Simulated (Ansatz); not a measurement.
# C₃H₈GeO: basis-set convergence

Aim: see how fast density functionals converge with the basis set for C₃H₈GeO.

Program: Ansatz 0.2.0, Gaussian basis. Level of theory: one geometry, several basis sets. These are calculated values, not measurements.

The runs, in order: PBE0-D4/def2-SVP; ωB97M-V/def2-SVP; PBE0-D4/def2-QZVPP; ωB97M-V/def2-QZVPP; the functionals' def2-TZVPP values are taken from earlier runs.

## Step 1: Structure used throughout

The geometry comes from an earlier relaxation with PBE0-D4 in a triple-zeta def2 set; it is a stationary point, not always the lowest conformer.

SMILES `CC(C)[O][GeH]`, 13 atoms, charge 0, spin multiplicity 1.

Atoms are counted from 1 here; the program's logs count them from 0.

Bond lengths: C1–C2 1.515 Å, C1–H6 1.092 Å, C1–H7 1.093 Å, C1–H8 1.093 Å, C2–C3 1.515 Å, C2–O4 1.420 Å, C2–H9 1.102 Å, C3–H10 1.092 Å, C3–H11 1.093 Å, C3–H12 1.093 Å, O4–Ge5 1.782 Å, Ge5–H13 1.600 Å. Angles: C2–C1–H6 110.7°, C2–C1–H7 110.1°, C2–C1–H8 110.7°, H6–C1–H7 108.3°, H6–C1–H8 108.4°, H7–C1–H8 108.6°, C1–C2–C3 112.3°, C1–C2–O4 108.7°, C1–C2–H9 108.8°, C3–C2–O4 108.7°, C3–C2–H9 108.8°, O4–C2–H9 109.5°, C2–C3–H10 110.7°, C2–C3–H11 110.1°, C2–C3–H12 110.7°, H10–C3–H11 108.3°, H10–C3–H12 108.4°, H11–C3–H12 108.6° and more.

## Step 2: PBE0-D4 in def2-SVP

in.yaml

```yaml
crystal:
  periodic: [false, false, false]
  atoms:
    - {symbol: C, position_ang: [-1.324825, -0.664117, -0.212538]}
    - {symbol: C, position_ang: [-0.068504, 0.002819, 0.308623]}
    - {symbol: C, position_ang: [1.116097, -0.941028, 0.334938]}
    - {symbol: O, position_ang: [0.244952, 1.102512, -0.533519]}
    - {symbol: Ge, position_ang: [0.300869, 2.760136, 0.119104]}
    - {symbol: H, position_ang: [-2.162756, 0.036095, -0.209383]}
    - {symbol: H, position_ang: [-1.169510, -1.007361, -1.238183]}
    - {symbol: H, position_ang: [-1.591431, -1.524237, 0.406236]}
    - {symbol: H, position_ang: [-0.257091, 0.364666, 1.332551]}
    - {symbol: H, position_ang: [2.001680, -0.437571, 0.728377]}
    - {symbol: H, position_ang: [1.340958, -1.288802, -0.676190]}
    - {symbol: H, position_ang: [0.905156, -1.809520, 0.963419]}
    - {symbol: H, position_ang: [0.684805, 3.371709, -1.308634]}
basis:
  gaussian: {orbitals: def2-SVP}
hamiltonian: {xc: pbe0, dispersion: d4}
output: {orbitals: {seedname: orbitals}}
```

On the command line:

```bash
> ansatz run in.yaml --threads 4 --pin off --events-out ev --progress --plain --max-ram 11315MiB
```

After this run come: ωB97M-V in def2-SVP; PBE0-D4 in def2-QZVPP; ωB97M-V in def2-QZVPP.

Q: Predict the results of all the runs planned. Wanted: PBE0-D4: double and triple zeta above quadruple; ωB97M-V: double and triple zeta above quadruple.

**Answer**, as computed:

| quantity | value |
| --- | --- |
| PBE0-D4: double and triple zeta above quadruple | 14.62, 1.53 eV |
| ωB97M-V: double and triple zeta above quadruple | 14.85, 1.49 eV |

What this shows: For PBE0-D4 the step from double to triple zeta gains 13.09 eV and the next only 1.53 eV. These are total energies; as a rule much of such shifts cancels in differences, which this series doesn't test.
